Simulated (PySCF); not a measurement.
# ErBr: bond curves at several levels of theory

The task here is to estimate one member of a computed series from the others.

Computed with PySCF 2.14.0. Level: Er x2c-SVPall, Br x2c-SVPall, spin-free X2C with a Gaussian nucleus.

The first run:

A driver script around PySCF takes these settings:

| Quantity | Value |
| --- | --- |
| atoms | Er, Br |
| charge | 0 |
| basis | Er x2c-SVPall, Br x2c-SVPall |
| Hamiltonian | spin-free X2C with a Gaussian nucleus |
| basis functions | 117 |
| electrons treated | 103 |
| masses in u | 165.9303, 78.9183 |
| levels | PBE0, PBE, r²SCAN, MN15, TPSSh, LC-ωPBE, HF, MP2, SCS-MP2 |
| grid | 80 radial by 434 angular points |
| occupations | held fixed by the projection of orbital angular momentum |
| dissociation limit | Er + Br, each in its ground configuration |
| starting distance in angstrom | 2.605 |
| values of 2S to try | 1, 3, 5 |

On the command line:

```
> OMP_NUM_THREADS=4 python dia.py task.json out
```

Among the steps run: Input; First curve: PBE0; Excited determinants; PBE; r²SCAN (meta-GGA); MN15 (hybrid meta-GGA); TPSSh (hybrid meta-GGA); LC-ωPBE (range-separated hybrid); ROHF (mean field).

One of the session's tables, all rows but one given; the rest of the session is left out.

```
       level  Re (Å)  ωe (cm⁻¹)  De (eV)
        ROHF       ?          ?        ?
    ROHF-MP2   2.586      226.6     4.34
ROHF-SCS-MP2   2.611      220.6     4.01
       TPSSh   2.607      209.9     3.97
        PBE0   2.605      208.1     3.69
        MN15   2.647      201.0     3.91
     LC-ωPBE   2.623      208.5     3.69
```

**Question.** Estimate the row for ROHF.

**Answer.** Re (Å): 2.707; ωe (cm⁻¹): 198.2; De (eV): 2.77. In the column «Re (Å)» it is the highest.

De is counted to Er + Br in their ground configurations.

Caveats from the session: The state is the lowest single determinant that the PBE0 search found; with open d or f shells the true ground state can be another one. At some levels the lowest empty orbital lies below the highest filled one (the two can be of opposite spin).
